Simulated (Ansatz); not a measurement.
The system is Co4Ge.

```
CELL_PARAMETERS angstrom
1.31250 0.75777 9.86265
-1.31250 0.75777 9.86265
0.00000 -1.51554 9.86265
ATOMIC_POSITIONS crystal
Ge 0.00000 0.00000 0.00000
Co 0.59884 0.59884 0.59884
Co 0.20032 0.20032 0.20032
Co 0.79968 0.79968 0.79968
Co 0.40116 0.40116 0.40116
```

The cell comes from a database or a generator and needn't be the stable form of this composition.

Base run:

| Property | Result |
| --- | --- |
| Program | Ansatz 0.2.0 |
| Functional | RPBE |
| Potentials or basis | Ansatz PAW |
| Cutoff | 420 eV (not typed: the program's choice for these potentials) |
| k mesh | 12 × 12 × 12 |
| Occupations | fermi-dirac, width 0.05 eV |
| Spin | collinear spin, ferromagnetic start |
| Starting moments | [0.0, 2.0, 2.0, 2.0, 2.0] μB |

Its results: band gap on the k mesh none (metal or under the smearing width); pressure 4.8 GPa; net moment 5.95 μB per cell; site moments Ge -0.04; Co +1.35, +1.81 μB; largest force 0.093 eV/Å.

Question: After a change of settings the same cell gave: band gap on the k mesh none (metal or under the smearing width); pressure -1.5 GPa; net moment 7.20 μB per cell; site moments Ge +0.01; Co +1.78, +2.05 μB; largest force 0.225 eV/Å. Which change was it?
A. functional from RPBE to revPBE
B. functional from RPBE to PBEsol
C. functional from RPBE to PBE
D. functional from RPBE to r2SCAN; cutoff from 420 eV (not typed: the program's choice for these potentials) to 500 eV (not typed: the program's choice for these potentials)

Answer: D.

Caveats: the PAW data sets come from PBE, with cores solved anew for the run's functional, which leaves a small shift of forces and pressure; the magnetic or orbital state may not be the lowest (some runs).
